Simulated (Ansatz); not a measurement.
# FH₄SbSi: basis-set convergence

The task here is to estimate one member of a computed series from the others.

Program: Ansatz 0.2.0, Gaussian basis. Level of theory: one geometry, several basis sets. These are calculated values, not measurements.

Plan: PBE0-D4/def2-SVP; ωB97M-V/def2-SVP; PBE0-D4/def2-QZVPP; ωB97M-V/def2-QZVPP; the functionals' def2-TZVPP values are taken from earlier runs.

## The geometry

All runs share one geometry, relaxed beforehand with PBE0-D4 in a triple-zeta def2 set. Sb takes the def2 core potential; no spin-orbit term is included.

SMILES `[F][SbH][SiH3]`, 7 atoms, charge 0, spin multiplicity 1.

Atoms are counted from 1 here; the program's logs count them from 0.

Bond lengths: F1–Sb2 1.930 Å, Sb2–Si3 2.591 Å, Sb2–H4 1.717 Å, Si3–H5 1.484 Å, Si3–H6 1.486 Å, Si3–H7 1.489 Å. Angles: F1–Sb2–Si3 93.9°, F1–Sb2–H4 94.3°, Si3–Sb2–H4 89.3°, Sb2–Si3–H5 110.8°, Sb2–Si3–H6 109.7°, Sb2–Si3–H7 107.7°, H5–Si3–H6 109.9°, H5–Si3–H7 109.9°, H6–Si3–H7 108.8°.

The first run:

Contents of in.yaml:

```yaml
crystal:
  periodic: [false, false, false]
  atoms:
    - {symbol: F, position_ang: [-0.574821, -2.152168, 1.092010]}
    - {symbol: Sb, position_ang: [-1.480974, -0.853296, -0.010709]}
    - {symbol: Si, position_ang: [0.472104, 0.847479, 0.081587]}
    - {symbol: H, position_ang: [-0.845469, -1.469847, -1.482269]}
    - {symbol: H, position_ang: [1.773877, 0.166131, -0.127461]}
    - {symbol: H, position_ang: [0.469611, 1.541551, 1.394994]}
    - {symbol: H, position_ang: [0.246973, 1.852353, -0.993852]}
basis:
  gaussian: {orbitals: def2-SVP}
hamiltonian: {xc: pbe0, dispersion: d4}
output: {orbitals: {seedname: orbitals}}
```

Started as:

```sh
$ ansatz run in.yaml --threads 4 --pin off --events-out ev --progress --plain --max-ram 10444MiB
```

Among the steps run: PBE0-D4 in def2-SVP; ωB97M-V in def2-SVP; PBE0-D4 in def2-QZVPP; ωB97M-V in def2-QZVPP.

One of the session's tables, all rows but one given; the rest of the session is left out.

It belongs to the step «Functionals by basis». 

```
functional       basis  HOMO (eV)  LUMO (eV)
   PBE0-D4    def2-SVP      -7.26      -1.52
   PBE0-D4  def2-TZVPP      -7.35      -1.77
   PBE0-D4  def2-QZVPP      -7.37      -1.81
   ωB97M-V    def2-SVP      -9.21       0.43
   ωB97M-V  def2-TZVPP          ?          ?
   ωB97M-V  def2-QZVPP      -9.35      -0.05
```

Estimate the missing values for ωB97M-V, def2-TZVPP.

The run gave: HOMO (eV): -9.33; LUMO (eV): 0.05. In the column «HOMO (eV)» it lies between ωB97M-V, def2-QZVPP (-9.35) and ωB97M-V, def2-SVP (-9.21).
